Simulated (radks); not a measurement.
# Valence configurations of O

NIST gives [He] 2s2 2p4 as the ground configuration of O. Does this level of theory agree? Several fillings of the valence shells are run.

Method: scalar-relativistic Kohn-Sham, PBE, spin-polarised, spherical densities, finite nucleus; open shells are filled with parallel spins first. Code: radks (a radial shooting solver on a logarithmic mesh, Libxc functionals) version 1.

### Step 1. The system

- element: oxygen (Z = 8)
- charge: 0
- electrons: 8
- configuration: [He] 2s2 2p4
- nuclear rms radius: 2.6991 fm
- others tried: 2s1.5 2p4.5; 2p6; 2s0.5 2p5.5; 2s1 2p5

Outer shells as boxes (Hund's rule):

O
```
[He] core
2s [↑↓]
2p [↑↓][↑ ][↑ ]
```

### Step 2. [He] 2s2 2p4

The run's settings:

```text
Z 8
configuration [He] 2s2 2p4
relativity scalar-relativistic
functional pbe,pbe
spin polarised
nucleus finite rms 2.6991 fm
c 137.035999084
```

### Step 3. [He] 2s1.5 2p4.5

Changes since step 2:

```diff
@@ -1,3 +1,3 @@
 Z 8
-configuration [He] 2s2 2p4
+configuration [He] 2s1.5 2p4.5
 relativity scalar-relativistic
```

### Step 4. [He] 2p6

Changes since step 3:

```diff
@@ -1,3 +1,3 @@
 Z 8
-configuration [He] 2s1.5 2p4.5
+configuration [He] 2p6
 relativity scalar-relativistic
```

### Step 5. [He] 2s0.5 2p5.5

Changes since step 4:

```diff
@@ -1,3 +1,3 @@
 Z 8
-configuration [He] 2p6
+configuration [He] 2s0.5 2p5.5
 relativity scalar-relativistic
```

### Step 6. [He] 2s1 2p5

The run's settings:

```text
Z 8
configuration [He] 2s1 2p5
relativity scalar-relativistic
functional pbe,pbe
spin polarised
nucleus finite rms 2.6991 fm
c 137.035999084
```

Before running it: what results should come out? Wanted: for each run, valence; E − E(NIST configuration); moment; highest level; its energy; 1s shift.

The runs gave:

| valence | E − E(NIST configuration) (eV) | moment (μB) | highest level | its energy (eV) | 1s shift (eV) |
| --- | --- | --- | --- | --- | --- |
| 2s2 2p4 | 0.000 | 2 | 2p down | -7.186 | +0.00 |
| 2s1.5 2p4.5 | 7.379 | 2 | 2p down | -7.404 | -0.56 |
| 2s1 2p5 | 14.736 | 2 | 2p down | -7.612 | -1.10 |
| 2s0.5 2p5.5 | 23.520 | 1 | 2p down | -8.783 | -1.26 |
| 2p6 | 31.454 | 0 | 2p | -9.845 | -1.28 |

**Reading.** The NIST configuration is the lowest of those tried, 7.379 eV under 2s1.5 2p4.5. The energies are those of spherical high-spin densities, not of single terms. The 1s eigenvalue shifts by up to 1.28 eV as the valence charge is rearranged.
